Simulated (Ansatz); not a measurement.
What does this script print? It uses Ansatz 0.2.0, Python API.

The script, `prototypes_cl.py`:
```python
"""Cl on common prototypes, each relaxed."""

import warnings

import ansatz as az
import numpy as np
import spglib

TOLERANCE = 1e-05
BETA = 0.2
FUNCTIONAL = "PBEsol"
KSPACING = 0.39
OCCUPATIONS = "fermi_dirac"
WIDTH_EV = 0.02


def diamond(A, a):
    return (
        az.Lattice.fcc(a)
        .space_group(227, origin_choice=1)
        .atom(A, [0, 0, 0])
        .primitive()
    )


def hcp(a_site, a):
    return (
        az.Lattice.from_parameters(a, a, 1.633 * a, alpha=90, beta=90, gamma=120)
        .space_group(194)
        .atom(a_site, [1 / 3, 2 / 3, 0.25])
    )


def sc(first, a):
    return (
        az.Lattice.cubic(a)
        .space_group(221)
        .atom(first, [0, 0, 0])
    )


def bcc(a_site, a):
    return az.Crystal.bcc(a_site, a=a)


def run_phase(name, crystal):
    calc = (
        crystal.calculation()
        .eigensolver("auto")
        .scf(tolerance=TOLERANCE, self_checks="low")
        .mixing("broyden", ndim=8, beta=BETA)
        .basis(18 * az.Ha)
        .functional(FUNCTIONAL)
        .kpoints(spacing=KSPACING)
        .occupations(OCCUPATIONS, width=WIDTH_EV)  # the run then minimises F = E - TS
        .stress()  # GPa
        .band_table()
    )
    calc = calc.relax(force_tolerance=0.03, max_steps=40, cell=True)
    return calc.run(threads=1)


def gap_ev(outcome):
    # nan where the run reports no band edges: a metal, overlapping bands, or a gap that is small against the smearing
    edges = outcome.report.get("band_edges_ev")
    return edges[1] - edges[0] if edges else float("nan")


def space_group(outcome):
    sites = outcome.report["lattice"]["sites"]
    kinds = sorted({site["symbol"] for site in sites})
    cell = (outcome.lattice.cell_ang, [site["position_frac"] for site in sites], [kinds.index(site["symbol"]) for site in sites])
    return spglib.get_spacegroup(cell, symprec=0.01)


def pressure_gpa(outcome):
    return float(np.trace(outcome.report["stress_gpa"]) / 3)

# starting lattice constants are rough guesses; the relaxation finds the rest
warnings.simplefilter("ignore")

phases = {}
phases["diamond"] = diamond("Cl", 6.15)
phases["hcp"] = hcp("Cl", 3.16)
phases["sc"] = sc("Cl", 2.91)
phases["bcc"] = bcc("Cl", 3.55)

done = {}
for name, crystal in phases.items():
    try:
        done[name] = run_phase(name, crystal)
    except az.NonConvergedError as error:
        print(name, "did not converge:", str(error)[:120])

energy = {name: o.report["energy_sigma0_ev"] / len(o.lattice.sites) for name, o in done.items()}
lowest = min(energy.values())
rows = [(name, len(o.lattice.sites), 1000 * (energy[name] - lowest), gap_ev(o), space_group(o), pressure_gpa(o)) for name, o in done.items()]
rows.sort(key=lambda row: row[2])
print("     phase       atoms  dE (meV/atom)    gap (eV)  space group     P (GPa)")
for row in rows:
    print(f"{str(row[0]):>10}  {row[1]:10d}  {row[2]:13.1f}  {row[3]:10.2f}  {str(row[4]):>11}  {row[5]:10.2f}")
print("lowest in energy:", rows[0][0])
```

```console
$ python prototypes_cl.py
     phase       atoms  dE (meV/atom)    gap (eV)  space group     P (GPa)
        sc           1            0.0         nan  Pm-3m (221)       -0.03
       hcp           2           73.8         nan  P6_3/mmc (194)        0.00
       bcc           1          257.0         nan  Im-3m (229)       -0.00
   diamond           2          334.5         nan  Fd-3m (227)        0.05
lowest in energy: sc
```

By space group at the end of each run: Pm-3m (+0 meV an atom, 21.2 Å³), P6_3/mmc (+74 meV an atom, 24.2 Å³), Im-3m (+257 meV an atom, 19.3 Å³) and Fd-3m (+335 meV an atom, 31.0 Å³).

These settings explore the input space; cutoff and mesh may be short of convergence. For the metals among these phases the mesh is modest: differences between phases can be off by up to 40 meV an atom. The program warned that this SCF threshold is loose for forces or stresses. No spin polarisation was allowed. Pressure is positive in compression. Gaps and levels are Kohn-Sham values on a finite set of k-points. The cells are built on prototypes, so most aren't the phase found in nature. Rows bear the name of their start, and a relaxation keeps or raises the symmetry. Differences under about 40 meV an atom lie within the error of mesh and functional. The script silences warnings, which a real study should read. Timing: 14 s on 1 thread of Intel(R) Xeon(R) 6975P-C (Granite Rapids), on a shared host, peak memory 0.4 GiB.
